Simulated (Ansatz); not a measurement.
**C6H4OTi: a ladder of functionals and wavefunction methods**

The task here is to estimate one member of a computed series from the others.

Program: Ansatz 0.2.0, Gaussian basis. Level of theory: functionals in def2-TZVPP, the program's frozen cores in correlated methods. These are calculated values, not measurements.

Levels to be run: LDA (SPW92), PBE-D4, revPBE-D4, BLYP-D4, r2SCAN-D4, B97M-V, PBE0-D4, B3LYP-D4, r2SCANh-D4, r2SCAN0-D4, HSE06-D4, BHLYP-D4, CAM-B3LYP-D4, LC-ωPBE, ωB97X-V, ωB97M-V, B2PLYP, PBE-QIDH; CCSD(T)/def2-SVP; MP2/def2-TZVPP; MP2/def2-QZVPP; RPA on PBE.

### The relaxed structure

An earlier PBE0-D4 in a triple-zeta def2 set relaxation fixed the geometry.

SMILES `C#[C][Ti]([OH])([C]#C)[C]#C`, 12 atoms, charge 0, spin multiplicity 1.

Atoms are counted from 1 here; the program's logs count them from 0.

Bond lengths: C1–C2 1.215 Å, C1–H9 1.067 Å, C2–Ti3 2.022 Å, Ti3–O4 1.743 Å, Ti3–C5 2.021 Å, Ti3–C7 2.021 Å, O4–H10 0.956 Å, C5–C6 1.216 Å, C6–H11 1.067 Å, C7–C8 1.216 Å, C8–H12 1.067 Å. Angles: C2–C1–H9 179.6°, C1–C2–Ti3 178.8°, C2–Ti3–O4 110.2°, C2–Ti3–C5 109.8°, C2–Ti3–C7 109.7°, O4–Ti3–C5 109.4°, O4–Ti3–C7 109.4°, C5–Ti3–C7 108.3°, Ti3–O4–H10 157.5°, Ti3–C5–C6 178.6°, C5–C6–H11 179.6°, Ti3–C7–C8 178.6°, C7–C8–H12 179.6°.

Coordinates:

```
atom    x (Å)    y (Å)    z (Å)
  C1  -0.8302   0.9138   2.9029
  C2  -0.3662   0.6853   1.8030
 Ti3   0.3741   0.2760  -0.0334
  O4   1.7839   1.2531  -0.3446
  C5  -1.0304   0.6564  -1.4365
  C6  -1.8914   0.8642  -2.2692
  C7   0.8732  -1.6795  -0.1483
  C8   1.1456  -2.8624  -0.2139
  H9  -1.2424   1.1097   3.8674
 H10   2.5362   1.5886  -0.8295
 H11  -2.6526   1.0423  -2.9956
 H12   1.3773  -3.9026  -0.2685
```

The first run:

Input file in.yaml:

```yaml
crystal:
  periodic: [false, false, false]
  atoms:
    - {symbol: C, position_ang: [-0.830181, 0.913781, 2.902940]}
    - {symbol: C, position_ang: [-0.366223, 0.685324, 1.802975]}
    - {symbol: Ti, position_ang: [0.374055, 0.275954, -0.033382]}
    - {symbol: O, position_ang: [1.783942, 1.253104, -0.344582]}
    - {symbol: C, position_ang: [-1.030356, 0.656413, -1.436545]}
    - {symbol: C, position_ang: [-1.891424, 0.864237, -2.269178]}
    - {symbol: C, position_ang: [0.873164, -1.679461, -0.148279]}
    - {symbol: C, position_ang: [1.145615, -2.862418, -0.213888]}
    - {symbol: H, position_ang: [-1.242441, 1.109686, 3.867424]}
    - {symbol: H, position_ang: [2.536158, 1.588641, -0.829525]}
    - {symbol: H, position_ang: [-2.652553, 1.042256, -2.995596]}
    - {symbol: H, position_ang: [1.377343, -3.902619, -0.268465]}
basis:
  gaussian: {orbitals: def2-TZVPP}
hamiltonian: {xc: lda}
output: {orbitals: {seedname: orbitals}}
```

The run is started by

```sh
> ansatz run in.yaml --threads 4 --pin off --events-out ev --progress --plain --max-ram 11315MiB
```

Steps of the session up to this table: LDA; PBE-D4 (GGA); revPBE-D4 (GGA); BLYP-D4 (GGA); r2SCAN-D4 (meta-GGA); B97M-V (meta-GGA); B3LYP-D4 (hybrid); r2SCANh-D4 (hybrid); r2SCAN0-D4 (hybrid); HSE06-D4 (hybrid); BHLYP-D4 (hybrid); CAM-B3LYP-D4 (range-separated); LC-ωPBE (range-separated); ωB97X-V (range-separated); ωB97M-V (range-separated); B2PLYP (double hybrid); PBE-QIDH (double hybrid).

One table of the session follows, with a row left open; its other results are not shown here.

It belongs to the step «Frontier levels by functional». 

| functional | HOMO (eV) | LUMO (eV) | gap (eV) |
| --- | --- | --- | --- |
| LDA (SPW92) | -7.04 | -4.02 | 3.02 |
| PBE-D4 | -6.83 | -3.78 | 3.05 |
| revPBE-D4 | -6.76 | -3.69 | 3.07 |
| BLYP-D4 | -6.65 | -3.64 | 3.00 |
| r2SCAN-D4 | -7.05 | -3.71 | 3.34 |
| B97M-V | ? | ? | ? |
| PBE0-D4 | -7.97 | -2.94 | 5.03 |
| B3LYP-D4 | -7.72 | -3.16 | 4.56 |
| r2SCANh-D4 | -7.48 | -3.39 | 4.09 |
| r2SCAN0-D4 | -8.12 | -2.89 | 5.24 |
| HSE06-D4 | -7.57 | -3.31 | 4.26 |
| BHLYP-D4 | -8.94 | -1.90 | 7.04 |
| CAM-B3LYP-D4 | -9.26 | -1.91 | 7.35 |
| LC-ωPBE | -10.69 | -0.87 | 9.83 |
| ωB97X-V | -10.26 | -0.87 | 9.39 |
| ωB97M-V | -10.15 | -0.90 | 9.25 |

**Question.** Estimate the row for B97M-V.

The run gave: HOMO (eV): -7.00; LUMO (eV): -3.67; gap (eV): 3.33. In the column «HOMO (eV)» it lies between LDA (SPW92) (-7.04) and PBE-D4 (-6.83).
